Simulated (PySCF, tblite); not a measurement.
# C₂H₃F₃NO₄S₂−: geometry, infrared bands and NMR shifts

What infrared bands and NMR shifts should C₂H₃F₃NO₄S₂− (`CS(=O)(=O)[N-]S(=O)(=O)C(F)(F)F`) show?

The runs use tblite 0.8.0 and PySCF 2.14.0, with density-fitted response routines of our own; the level of theory stands in each step. All values are computed, except where a source is named. Atoms count from 0, in the outputs and in this text.

**1. The starting structure**

15 atoms, charge -1, multiplicity 1; geometry from: force field or distance geometry start.

Bonds of the start (Å): C0–S1 1.78, S1–O2 1.53, S1–O3 1.53, S1–N4 1.68, N4–S5 1.67, S5–O6 1.52, S5–O7 1.51, S5–C8 1.74, C8–F9 1.41, C8–F10 1.40, C8–F11 1.35, C0–H12 1.13, C0–H13 1.11, C0–H14 1.09.

**2. Relaxing the molecule with GFN2-xTB**

What the job is given:

```
{"job": {"kind": "relax", "xc": "GFN2-xTB", "basis": "xTB"}, "charge": -1, "multiplicity": 1}
C      1.950800     0.321300    -0.801100
S      1.319500    -0.880100     0.346400
O      1.499600    -0.431500     1.793600
O      2.299600    -2.043600     0.232700
N     -0.192600    -1.516700     0.001700
S     -1.480100    -0.499700    -0.328100
O     -1.383600    -0.040100    -1.771700
O     -2.750000    -1.312900    -0.243800
C     -1.724500     0.895800     0.683500
F     -2.856400     1.608200     0.247700
F     -2.106200     0.437200     1.945600
F     -0.686200     1.734400     0.871100
H      1.059500     0.969200    -1.032300
H      2.712500     0.936200    -0.274100
H      2.333700    -0.169700    -1.693100
```

Started as:

```
OMP_NUM_THREADS=1 python probes_run.py task.json out
```

One launch serves the whole session: the jobs run in the order shown.

**Question.** This job is followed by: GFN2-xTB harmonic vibrations, gas phase; GIAO PBE0/pcSseg-1 NMR shielding, non-relativistic, gas phase. Predict these results of the whole session: strongest single infrared mode (GFN2-xTB); zero-point energy (GFN2-xTB); 13C shifts against TMS (PBE0/pcSseg-1); 1H shifts against TMS (PBE0/pcSseg-1, means over atoms taken as alike); 33S shifts against CS2 (PBE0/pcSseg-1); 17O shifts against H2O (PBE0/pcSseg-1, means over atoms taken as alike); 15N shifts against NH3 (PBE0/pcSseg-1); 19F shifts against CFCl3 (PBE0/pcSseg-1, means over atoms taken as alike).

**Answer**, as computed:

```
                                                                 quantity                  value
                                strongest single infrared mode (GFN2-xTB)  1127 cm⁻¹, 535 km/mol
                                             zero-point energy (GFN2-xTB)          45.9 kcal/mol
                                   13C shifts against TMS (PBE0/pcSseg-1)        135.2, 48.1 ppm
   1H shifts against TMS (PBE0/pcSseg-1, means over atoms taken as alike)               2.78 ppm
                                   33S shifts against CS2 (PBE0/pcSseg-1)           304, 301 ppm
  17O shifts against H2O (PBE0/pcSseg-1, means over atoms taken as alike)       227.5, 206.8 ppm
                                   15N shifts against NH3 (PBE0/pcSseg-1)              184.1 ppm
19F shifts against CFCl3 (PBE0/pcSseg-1, means over atoms taken as alike)              -81.7 ppm
```

In words: Over 134 steps the energy fell by 2.232 eV; of the close pairs, S5–C8 changed most, 1.741 to 1.909 Å. All 39 modes are real, so the xTB geometry is a minimum. The strongest single mode, at 1127 cm⁻¹, moves mainly C8, S5 and N4. GFN2-xTB is a fitted tight-binding method: band positions and strengths are rough. Its intensities can rank the bands wrongly. At PBE0/pcSseg-1: The largest span, 263 ppm, is at S1, where the paramagnetic term is -850 ppm.
